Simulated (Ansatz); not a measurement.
# C5H9B: a ladder of functionals and wavefunction methods

The task here is to estimate one member of a computed series from the others.

Program: Ansatz 0.2.0, Gaussian basis. Level of theory: functionals in def2-TZVPP, the program's frozen cores in correlated methods. These are calculated values, not measurements.

The runs, in order: PBE-D4, r2SCAN-D4, PBE0-D4, B3LYP-D4, ωB97X-V, ωB97M-V, B2PLYP; CCSD(T)/def2-TZVPP; MP2/def2-QZVPP; extrapolation to the limit.

### Structure used throughout

The geometry comes from an earlier relaxation with PBE0-D4 in a triple-zeta def2 set; it is a stationary point, not always the lowest conformer.

SMILES `CBC#CCC`, 15 atoms, charge 0, spin multiplicity 1.

Atoms are counted from 1 here; the program's logs count them from 0.

Bond lengths: C1–B2 1.559 Å, C1–H7 1.096 Å, C1–H8 1.090 Å, C1–H9 1.098 Å, B2–C3 1.504 Å, B2–H10 1.200 Å, C3–C4 1.213 Å, C4–C5 1.449 Å, C5–C6 1.526 Å, C5–H11 1.096 Å, C5–H12 1.096 Å, C6–H13 1.091 Å, C6–H14 1.092 Å, C6–H15 1.091 Å. Angles: B2–C1–H7 110.0°, B2–C1–H8 115.1°, B2–C1–H9 108.7°, H7–C1–H8 109.2°, H7–C1–H9 104.6°, H8–C1–H9 108.6°, C1–B2–C3 123.1°, C1–B2–H10 119.0°, C3–B2–H10 117.9°, B2–C3–C4 179.9°, C3–C4–C5 179.1°, C4–C5–C6 113.8°, C4–C5–H11 108.3°, C4–C5–H12 108.3°, C6–C5–H11 110.3°, C6–C5–H12 110.3°, H11–C5–H12 105.5°, C5–C6–H13 110.8° and more.

Set-up of the first run:

Contents of in.yaml:

```yaml
crystal:
  periodic: [false, false, false]
  atoms:
    - {symbol: C, position_ang: [1.435025, -0.285127, 2.683180]}
    - {symbol: B, position_ang: [1.860231, -0.483102, 1.195916]}
    - {symbol: C, position_ang: [0.923129, -0.270156, 0.038962]}
    - {symbol: C, position_ang: [0.169177, -0.098482, -0.896231]}
    - {symbol: C, position_ang: [-0.748189, 0.111926, -1.997898]}
    - {symbol: C, position_ang: [-2.149368, 0.529979, -1.561909]}
    - {symbol: H, position_ang: [1.677534, -1.181693, 3.265850]}
    - {symbol: H, position_ang: [0.385593, -0.031875, 2.835078]}
    - {symbol: H, position_ang: [2.054506, 0.507413, 3.123464]}
    - {symbol: H, position_ang: [2.988401, -0.812475, 0.951098]}
    - {symbol: H, position_ang: [-0.792818, -0.810430, -2.588612]}
    - {symbol: H, position_ang: [-0.316328, 0.866679, -2.665363]}
    - {symbol: H, position_ang: [-2.116704, 1.464689, -0.999912]}
    - {symbol: H, position_ang: [-2.793312, 0.673119, -2.432060]}
    - {symbol: H, position_ang: [-2.598579, -0.231365, -0.922261]}
basis:
  gaussian: {orbitals: def2-TZVPP}
hamiltonian: {xc: pbe, dispersion: d4}
output: {forces: true, orbitals: {seedname: orbitals}}
```

The run is started by

```bash
> ansatz run in.yaml --threads 4 --pin off --events-out ev --progress --plain --max-ram 10444MiB
```

Among the steps run: PBE-D4 (GGA); r2SCAN-D4 (meta-GGA); PBE0-D4 (hybrid); B3LYP-D4 (hybrid); ωB97X-V (range-separated); ωB97M-V (range-separated); B2PLYP (double hybrid); CCSD(T) in def2-TZVPP; MP2 in def2-QZVPP.

One table of the session follows, with a row left open; its other results are not shown here.

```
            method  atoms, summed (eV)  atomisation energy (kJ/mol)
            PBE-D4           -5934.435                       6382.3
         r2SCAN-D4           -5940.264                       6267.5
           PBE0-D4           -5936.286                       6295.0
          B3LYP-D4           -5945.163                       6254.5
           ωB97X-V           -5942.726                       6229.1
           ωB97M-V           -5941.023                       6251.6
            B2PLYP           -5939.106                       6198.6
     HF/def2-TZVPP           -5918.286                       4755.3
    MP2/def2-TZVPP                   ?                            ?
   CCSD/def2-TZVPP           -5931.807                       6000.9
CCSD(T)/def2-TZVPP           -5932.119                       6084.2
           MP2/CBS           -5930.171                       6316.7
       CCSD(T)/CBS           -5933.825                       6213.6
```

**Question.** Estimate the row for MP2/def2-TZVPP.

**Answer.** atoms, summed (eV): -5928.465; atomisation energy (kJ/mol): 6187.3. In the column «atoms, summed (eV)» it lies between MP2/CBS (-5930.171) and HF/def2-TZVPP (-5918.286).
